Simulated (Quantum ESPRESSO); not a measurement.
# Ga3P in Quantum ESPRESSO: the effect of target pressure

The system is Ga3P.

```xyz
4
Lattice="0.0000 3.2643 3.2643 3.2643 0.0000 3.2643 3.2643 3.2643 0.0000" Properties=species:S:1:pos:R:3 pbc="T T T"
Ga    3.2643    3.2643    3.2643
Ga    1.6321    1.6321    1.6321
Ga    4.8964    4.8964    4.8964
P     0.0000    0.0000    0.0000
```

The cell was built by a generator and needn't be a form met in nature.

Alike in all runs:

* Program: Quantum ESPRESSO 7.5
* Task: phonons
* Functional: LDA
* Potentials or basis: PseudoDojo 0.4.1 SR LDA standard
* Cutoff: 1088 eV
* Density cutoff: 4354 eV
* k mesh: 5 × 5 × 5
* Occupations: cold, width 0.2 eV
* Spin: no spin polarisation

Each run relaxes the cell or the atoms first.

| target pressure | relaxed volume (Å³/atom) | highest phonon frequency (cm⁻¹) |
| --- | --- | --- |
| 0 GPa | ? | ? |
| 2 GPa | 16.21 | 150 |
| 5 GPa | 15.71 | 161 |
| 10 GPa | 15.01 | 178 |
| 15 GPa | 14.44 | 195 |

Task: What does the run with target pressure 0 GPa give?

Result: Relaxed volume 16.60 Å³/atom; highest phonon frequency 142 cm⁻¹.

Worked out: In Murnaghan's law V^(-B') rises as a straight line in P. The other rows fit best with B' = 3.7, V0 = 16.59 Å³/atom and B0 = 83 GPa, which gives 16.59 Å³/atom at 0 GPa, against the run's 16.60. A straight line through the other rows of the highest phonon frequency, of slope 3.45 cm⁻¹ per GPa, extrapolates to 143 cm⁻¹, against the run's 142.

Caveats: the mesh is thin for the phonons of a metal; the cell is more than 3 GPa from zero pressure, which shifts response properties (some runs); the volume moved by over 15 % at a fixed basis, so the end points are rough (some runs).

Runs at the PBE level aren't shown here.
